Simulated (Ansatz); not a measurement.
# CH4FNSi: the cost of one run

Method: RKS B3LYP/def2-SVP, in Ansatz 0.2.0.

### 1 The structure to begin with

Bond lengths: C1–Si2 1.874 Å, Si2–N3 1.606 Å, Si2–F4 1.622 Å, C1–H5 1.086 Å, C1–H6 1.089 Å, C1–H7 1.086 Å, N3–H8 1.009 Å. Angles: C1–Si2–N3 124.2°, C1–Si2–F4 104.7°, N3–Si2–F4 131.1°, Si2–C1–H5 110.5°, Si2–C1–H6 111.7°, Si2–C1–H7 110.5°, H5–C1–H6 108.5°, H5–C1–H7 107.1°, H6–C1–H7 108.4°, Si2–N3–H8 124.7°.

Structure file:

```xyz
8

C    -0.2733    1.0964   -0.4126
Si    0.0316   -0.6897    0.0643
N     0.9253   -1.1502    1.3166
F    -0.7834   -1.5556   -1.0393
H     0.6680    1.6114   -0.5804
H    -0.8752    1.1755   -1.3163
H    -0.7860    1.6222    0.3878
H     1.0931   -2.1098    1.5799
```

### 2 Relaxing end A

input.yaml

```yaml
crystal:
  periodic: [false, false, false]
  atoms:
    - { symbol: C, position_ang: [-0.27334, 1.09639, -0.41257] }
    - { symbol: Si, position_ang: [0.03161, -0.68975, 0.06425] }
    - { symbol: "N", position_ang: [0.92533, -1.15021, 1.31655] }
    - { symbol: F, position_ang: [-0.78345, -1.55564, -1.03926] }
    - { symbol: H, position_ang: [0.66797, 1.61137, -0.58036] }
    - { symbol: H, position_ang: [-0.87525, 1.17545, -1.31629] }
    - { symbol: H, position_ang: [-0.786, 1.62216, 0.38778] }
    - { symbol: H, position_ang: [1.09314, -2.10977, 1.57989] }
basis:
  gaussian: { orbitals: def2-SVP }
hamiltonian:
  xc: b3lyp
relax:
  f_tol: 0.015
  max_steps: 40
```

Launch:

```sh
$ ansatz run input.yaml --threads 1 --pin off --max-ram 2048MiB --backend cpu --events-out ev --progress --plain --runs-dir out
```

**Question.** How long does this run take on 1 thread of an x86-64 CPU, shared host, and how much memory does it need?

About 65 s, with a peak of 0.16 GiB.
